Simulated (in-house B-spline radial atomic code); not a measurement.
**Ga²⁹⁺: isotopes**

Aim: how the levels of Ga²⁹⁺ shift from isotope to isotope, through nuclear size; the mass enters as a recoil term, given apart.

The numbers are computed with in-house B-spline radial atomic code version 1 (Dirac-Hartree-Fock, average of configuration, Fermi nucleus, basis-set limit), except any that are marked as measured or tabulated.

## Step 1: Starting point

* element: gallium (Z = 31)
* charge: +29
* electrons: 2
* configuration: 1s2
* Hamiltonian: Dirac-Coulomb
* nucleus: Fermi, rms radius 3.931 fm

The run's settings:

```ini
Z = 31
electrons = 2.0
configuration = 1s2
hamiltonian = dirac
method = hf
spin_polarised = False
nucleus = fermi
rms_radius = 3.9308
mass_number = 63
atomic_mass = 62.939294194
speed_of_light = 137.035999084
```

The reference is known from an earlier run: -953.974141 hartree (electron-nucleus part -1952.5853, recoil term 0.008314854) in all. Up to eight levels, counted from the top:

```csv
orbital,occupation,energy (eV),<r> (bohr)
1s1/2,2,-12713.9,0.04815
```

## Step 2: Mass number 75

The run's settings:

```ini
Z = 31
electrons = 2.0
configuration = 1s2
hamiltonian = dirac
method = hf
spin_polarised = False
nucleus = fermi
rms_radius = 4.0472
mass_number = 75
atomic_mass = 74.926504484
speed_of_light = 137.035999084
```

## Step 3: Mass number 76

The run's settings:

```ini
Z = 31
electrons = 2.0
configuration = 1s2
hamiltonian = dirac
method = hf
spin_polarised = False
nucleus = fermi
rms_radius = 4.046
mass_number = 76
atomic_mass = 75.928827624
speed_of_light = 137.035999084
```

## Step 4: Mass number 77

The run's settings:

```ini
Z = 31
electrons = 2.0
configuration = 1s2
hamiltonian = dirac
method = hf
spin_polarised = False
nucleus = fermi
rms_radius = 4.05
mass_number = 77
atomic_mass = 76.929154299
speed_of_light = 137.035999084
```

## Step 5: Mass number 78

The run's settings:

```ini
Z = 31
electrons = 2.0
configuration = 1s2
hamiltonian = dirac
method = hf
spin_polarised = False
nucleus = fermi
rms_radius = 4.0453
mass_number = 78
atomic_mass = 77.931610854
speed_of_light = 137.035999084
```

## Step 6: Mass number 79

The run's settings:

```ini
Z = 31
electrons = 2.0
configuration = 1s2
hamiltonian = dirac
method = hf
spin_polarised = False
nucleus = fermi
rms_radius = 4.0478
mass_number = 79
atomic_mass = 78.932851582
speed_of_light = 137.035999084
```

## Step 7: Mass number 80

The run's settings:

```ini
Z = 31
electrons = 2.0
configuration = 1s2
hamiltonian = dirac
method = hf
spin_polarised = False
nucleus = fermi
rms_radius = 4.0418
mass_number = 80
atomic_mass = 79.936420773
speed_of_light = 137.035999084
```

## Step 8: Mass number 81

The run's settings:

```ini
Z = 31
electrons = 2.0
configuration = 1s2
hamiltonian = dirac
method = hf
spin_polarised = False
nucleus = fermi
rms_radius = 4.0441
mass_number = 81
atomic_mass = 80.938133841
speed_of_light = 137.035999084
```

## Step 9: Mass number 82

The run's settings:

```ini
Z = 31
electrons = 2.0
configuration = 1s2
hamiltonian = dirac
method = hf
spin_polarised = False
nucleus = fermi
rms_radius = 4.0671
mass_number = 82
atomic_mass = 81.943176531
speed_of_light = 137.035999084
```

Q: By how much, and in which direction, does each change move the total energy and the levels?

**Answer**, as computed:

All values are changes from the reference run; energy changes under 2e-05 eV count as noise.

| change | rms radius (fm) | δ<r²> (fm²) | Δ total energy (eV) | Δ recoil term, not in the total or the levels (eV) | Δ 1s1/2 level (eV) |
| --- | --- | --- | --- | --- | --- |
| mass number 75 | 4.0472 | +0.929 | +0.01477 | -0.0362 | +0.007219 |
| mass number 76 | 4.0460 | +0.919 | +0.01462 | -0.03871 | +0.007144 |
| mass number 77 | 4.0500 | +0.951 | +0.01513 | -0.04115 | +0.007396 |
| mass number 78 | 4.0453 | +0.913 | +0.01453 | -0.04353 | +0.0071 |
| mass number 79 | 4.0478 | +0.933 | +0.01485 | -0.04585 | +0.007257 |
| mass number 80 | 4.0418 | +0.885 | +0.01408 | -0.04811 | +0.00688 |
| mass number 81 | 4.0441 | +0.904 | +0.01437 | -0.05031 | +0.007025 |
| mass number 82 | 4.0671 | +1.090 | +0.01734 | -0.05247 | +0.008474 |

What this shows: The total energy moves by 15.9 meV for each fm² of δ<r²> (from mass number 82): a larger nucleus binds the s electrons less. For that pair the recoil (mass) term changes by 0.052 eV against 0.017 eV from size, so mass rules the shift. The recoil term is approximate.
